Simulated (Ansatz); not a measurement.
# CH₈InNOSi: up Jacob's ladder to CCSD(T)

An exercise on one series of results from a longer session: the logs are not shown, and one member is left open.

Method: functionals in def2-TZVPP, the program's frozen cores in correlated methods; program: Ansatz 0.2.0, Gaussian basis.

The runs, in order: LDA (SPW92), PBE-D4, revPBE-D4, BLYP-D4, r2SCAN-D4, B97M-V, PBE0-D4, B3LYP-D4, r2SCANh-D4, r2SCAN0-D4, HSE06-D4, BHLYP-D4, CAM-B3LYP-D4, LC-ωPBE, ωB97X-V, ωB97M-V, B2PLYP, PBE-QIDH; CCSD(T)/def2-SVP; CCSD(T)/def2-TZVPP; MP2/def2-QZVPP; extrapolation to the limit; RPA on PBE.

### The geometry

The geometry comes from an earlier relaxation with PBE0-D4 in a triple-zeta def2 set; it is a stationary point, not always the lowest conformer. In takes the def2 core potential; no spin-orbit term is included.

SMILES `[CH3][In]([NH2])[O][SiH3]`, 13 atoms, charge 0, spin multiplicity 1.

Atoms are counted from 1 here; the program's logs count them from 0.

Bond lengths: C1–In2 2.121 Å, C1–H6 1.090 Å, C1–H7 1.090 Å, C1–H8 1.089 Å, In2–N3 2.006 Å, In2–O4 2.004 Å, N3–H9 1.010 Å, N3–H10 1.008 Å, O4–Si5 1.617 Å, Si5–H11 1.491 Å, Si5–H12 1.499 Å, Si5–H13 1.492 Å. Angles: In2–C1–H6 108.6°, In2–C1–H7 109.0°, In2–C1–H8 111.4°, H6–C1–H7 108.7°, H6–C1–H8 109.7°, H7–C1–H8 109.5°, C1–In2–N3 137.2°, C1–In2–O4 114.6°, N3–In2–O4 107.9°, In2–N3–H9 116.9°, In2–N3–H10 120.4°, H9–N3–H10 110.1°, In2–O4–Si5 136.8°, O4–Si5–H11 111.0°, O4–Si5–H12 112.0°, O4–Si5–H13 111.5°, H11–Si5–H12 107.1°, H11–Si5–H13 107.9° and more.

Set-up of the first run:

Contents of in.yaml:

```yaml
crystal:
  periodic: [false, false, false]
  atoms:
    - {symbol: C, position_ang: [-0.692399, 2.168158, -1.532975]}
    - {symbol: In, position_ang: [-0.317873, 0.256301, -0.694530]}
    - {symbol: N, position_ang: [-0.430543, -1.657344, -1.286817]}
    - {symbol: O, position_ang: [0.544496, 0.292853, 1.114432]}
    - {symbol: Si, position_ang: [1.033730, -0.792385, 2.209145]}
    - {symbol: H, position_ang: [0.226665, 2.752559, -1.489250]}
    - {symbol: H, position_ang: [-1.455169, 2.672708, -0.939736]}
    - {symbol: H, position_ang: [-1.028624, 2.089447, -2.565499]}
    - {symbol: H, position_ang: [-0.370084, -2.362115, -0.566487]}
    - {symbol: H, position_ang: [-1.098331, -1.935712, -1.988861]}
    - {symbol: H, position_ang: [0.490383, -0.470602, 3.560034]}
    - {symbol: H, position_ang: [0.576523, -2.178826, 1.869077]}
    - {symbol: H, position_ang: [2.521247, -0.835051, 2.311466]}
basis:
  gaussian: {orbitals: def2-TZVPP}
hamiltonian: {xc: lda}
output: {orbitals: {seedname: orbitals}}
```

The run is started by

```sh
$ ansatz run in.yaml --threads 2 --pin off --events-out ev --progress --plain --max-ram 22528MiB --backend cuda --devices 0, --max-vram 18GiB
```

Among the steps run: LDA; PBE-D4 (GGA); revPBE-D4 (GGA); BLYP-D4 (GGA); r2SCAN-D4 (meta-GGA); B97M-V (meta-GGA); PBE0-D4 (hybrid); B3LYP-D4 (hybrid); r2SCANh-D4 (hybrid); r2SCAN0-D4 (hybrid); HSE06-D4 (hybrid); BHLYP-D4 (hybrid); CAM-B3LYP-D4 (range-separated); LC-ωPBE (range-separated); ωB97X-V (range-separated); ωB97M-V (range-separated); B2PLYP (double hybrid); PBE-QIDH (double hybrid).

One of the session's tables, all rows but one given; the rest of the session is left out.

It belongs to the step «Orbital energies across the functionals». 

| functional | HOMO (eV) | gap (eV) |
| --- | --- | --- |
| LDA (SPW92) | -6.10 | 4.15 |
| PBE-D4 | -5.90 | 4.18 |
| revPBE-D4 | -5.83 | 4.21 |
| BLYP-D4 | -5.78 | 4.08 |
| r2SCAN-D4 | -6.18 | 4.75 |
| B97M-V | -6.24 | 4.54 |
| PBE0-D4 | -7.26 | 6.37 |
| B3LYP-D4 | -7.02 | 5.82 |
| r2SCANh-D4 | ? | ? |
| r2SCAN0-D4 | -7.46 | 6.75 |
| HSE06-D4 | -6.85 | 5.60 |
| BHLYP-D4 | -8.54 | 8.34 |
| CAM-B3LYP-D4 | -8.69 | 8.64 |
| LC-ωPBE | -10.10 | 11.21 |
| ωB97X-V | -9.71 | 10.66 |
| ωB97M-V | -9.63 | 10.24 |

Estimate the missing values for r2SCANh-D4.

Worked estimate for «HOMO (eV)». Against the share of exact exchange, r2SCAN-D4 (0, -6.18), r2SCAN0-D4 (0.25, -7.46) give a slope of -5.12 per unit share; at 0.1 the line stands at -6.69.

As computed: HOMO (eV): -6.69; gap (eV): 5.55. In «HOMO (eV)» the line misses by 0.00.
